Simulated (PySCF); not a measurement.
# H12N6W (W(NH2)6-): the cost of one run

Computed with PySCF 2.14.0. Level: TPSS, W def2-SVP with ECP60, N def2-SVP, H def2-SVP; scalar-relativistic core potentials, no spin–orbit coupling.

4 further runs of the same task are left out: 2 for a known fault of the program, 2 that didn't finish.

## 1. Where the work starts

19 atoms, charge -1, spin multiplicity 2.

Bond lengths: W1–N2 2.053 Å, W1–N5 2.053 Å, W1–N8 2.085 Å, W1–N11 2.053 Å, W1–N14 2.085 Å, W1–N17 2.053 Å, N2–H3 1.027 Å, N2–H4 1.027 Å, N5–H6 1.027 Å, N5–H7 1.027 Å, N8–H9 1.023 Å, N8–H10 1.023 Å, N11–H12 1.027 Å, N11–H13 1.027 Å, N14–H15 1.023 Å, N14–H16 1.023 Å, N17–H18 1.027 Å, N17–H19 1.027 Å. Angles: N2–W1–N5 180.0°, N2–W1–N8 90.0°, N2–W1–N11 90.0°, N2–W1–N14 90.0°, N2–W1–N17 90.0°, N5–W1–N8 90.0°, N5–W1–N11 90.0°, N5–W1–N14 90.0°, N5–W1–N17 90.0°, N8–W1–N11 90.0°, N8–W1–N14 180.0°, N8–W1–N17 90.0°, N11–W1–N14 90.0°, N11–W1–N17 180.0°, N14–W1–N17 90.0°, W1–N2–H3 126.0°, W1–N2–H4 126.0°, H3–N2–H4 108.0° and more.

Coordinates:

```csv
atom,x (Å),y (Å),z (Å)
W1,0.00000,0.00000,0.00000
N2,0.00000,0.00000,2.05291
H3,0.20721,0.80476,2.65626
H4,-0.20721,-0.80476,2.65626
N5,0.00000,0.00000,-2.05291
H6,0.20721,-0.80476,-2.65626
H7,-0.20721,0.80476,-2.65626
N8,2.08496,0.00000,0.00000
H9,2.67158,-0.59254,0.59254
H10,2.67158,0.59254,-0.59254
N11,0.00000,2.05291,0.00000
H12,0.20721,2.65626,0.80476
H13,-0.20721,2.65626,-0.80476
N14,-2.08496,0.00000,0.00000
H15,-2.67158,0.59254,0.59254
H16,-2.67158,-0.59254,-0.59254
N17,0.00000,-2.05291,0.00000
H18,-0.20721,-2.65626,0.80476
H19,0.20721,-2.65626,-0.80476
```

Formal oxidation states: W +5. An earlier session relaxed this geometry at TPSS, W def2-SVP with ECP60, N def2-SVP, H def2-SVP (doublet, point group D2d).

Its energy there is -402.719559 Eh.

## 2. One electron removed, multiplicity 1

The input, run.py (the lines that set the calculation):

```python
mol = gto.M(atom='''
W      0.00000     0.00000     0.00000
N      0.00000     0.00000     2.05291
H      0.20721     0.80476     2.65626
H     -0.20721    -0.80476     2.65626
N      0.00000     0.00000    -2.05291
H      0.20721    -0.80476    -2.65626
H     -0.20721     0.80476    -2.65626
N      2.08496     0.00000     0.00000
H      2.67158    -0.59254     0.59254
H      2.67158     0.59254    -0.59254
N      0.00000     2.05291     0.00000
H      0.20721     2.65626     0.80476
H     -0.20721     2.65626    -0.80476
N     -2.08496     0.00000     0.00000
H     -2.67158     0.59254     0.59254
H     -2.67158    -0.59254    -0.59254
N      0.00000    -2.05291     0.00000
H     -0.20721    -2.65626     0.80476
H      0.20721    -2.65626    -0.80476''',
    basis={'W': 'def2-SVP', 'N': 'def2-SVP', 'H': 'def2-SVP'},
    ecp={'W': 'def2-SVP'},
    charge=0, spin=0)
mf = dft.RKS(mol, xc='TPSS')
mf.grids.atom_grid = (50, 194)
mf = mf.density_fit()  # fitting sets: W def2-universal-JKFIT, N def2-universal-JKFIT, H def2-universal-JKFIT
mf.conv_tol = 1e-08; mf.max_cycle = 55
mf.kernel(dm0)  # dm0: the density of the relaxed state
```

On the command line:

```console
OMP_NUM_THREADS=4 python run.py
```

**Question.** How long does this run take on 4 threads of Arm Neoverse V2, shared host?

About 11 s.
